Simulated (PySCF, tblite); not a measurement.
# C4H8B2: geometry, infrared bands and NMR shifts

Wanted: the infrared bands and NMR shifts of C4H8B2 (`BC(B)C1=CC1`), by calculation.

Programs: tblite 0.8.0 and PySCF 2.14.0, with density-fitted response routines of our own. Each step states its level of theory. These are calculated values for one molecule in the gas phase, unless marked as measured. Atoms count from 0, in the outputs and in this text.

**1. Starting geometry**

14 atoms, charge 0, multiplicity 1; geometry from: force field or distance geometry start.

Bonds of the start (Å): B0–C1 1.59, C1–B2 1.58, C1–C3 1.50, C3–C4 1.32, C4–C5 1.51, C5–C3 1.47, B0–H6 1.20, B0–H7 1.18, C1–H8 1.11, B2–H9 1.21, B2–H10 1.17, C4–H11 1.08, C5–H12 1.09, C5–H13 1.13.

**2. Relaxing the molecule with GFN2-xTB**

The job: settings as JSON, then the geometry in Å.

```
{"job": {"kind": "relax", "xc": "GFN2-xTB", "basis": "xTB"}, "charge": 0, "multiplicity": 1}
B     -1.409200    -1.193800    -0.521600
C     -0.905500     0.001500     0.405400
B     -1.353200     1.408100    -0.147600
C      0.590900    -0.049200     0.348900
C      1.739900    -0.197900     0.989500
C      1.791600     0.017600    -0.499700
H     -1.730200    -2.168300     0.095900
H     -0.774800    -1.384000    -1.494300
H     -1.253400    -0.117500     1.455200
H     -2.188900     1.511300    -1.015600
H     -0.914600     2.366100     0.367800
H      2.236000    -0.360000     1.938500
H      2.023700    -0.865900    -1.089700
H      2.147300     1.031500    -0.854800
```

Launch:

```sh
> OMP_NUM_THREADS=1 python probes_run.py task.json out
```

One launch serves the whole session: the jobs run in the order shown.

**Question.** This job is followed by: GFN2-xTB harmonic vibrations, gas phase; GIAO PBE0/pcSseg-1 NMR shielding, non-relativistic, gas phase. Predict these results of the whole session: strongest single infrared mode (GFN2-xTB); zero-point energy (GFN2-xTB); ¹³C shifts against TMS (PBE0/pcSseg-1); ¹H shifts against TMS (PBE0/pcSseg-1, means over atoms taken as alike); ¹¹B shifts against BF3·OEt2 (PBE0/pcSseg-1, means over atoms taken as alike).

**Answer**, as computed:

| quantity | value |
| --- | --- |
| strongest single infrared mode (GFN2-xTB) | 969 cm⁻¹, 268 km/mol |
| zero-point energy (GFN2-xTB) | 65.1 kcal/mol |
| ¹³C shifts against TMS (PBE0/pcSseg-1) | 132.2, 103.9, 84.4, 9.3 ppm |
| ¹H shifts against TMS (PBE0/pcSseg-1, means over atoms taken as alike) | 8.15, 6.59, 5.79, 1.56 ppm |
| ¹¹B shifts against BF3·OEt2 (PBE0/pcSseg-1, means over atoms taken as alike) | 86.8 ppm |

Relaxing lowered the energy by 0.697 eV in 96 steps; the close pair that moved most is C5–H13, from 1.132 to 1.086 Å. All 36 modes are real, so the xTB geometry is a minimum. The strongest single mode, at 969 cm⁻¹, is spread over many atoms; the largest shares are those of C1, H8. Unscaled tight-binding wavenumbers are off by several per cent, some by more. Its intensities can rank the bands wrongly. At PBE0/pcSseg-1: Shielding is most anisotropic at C3 (span 240 ppm, paramagnetic term -201 ppm).
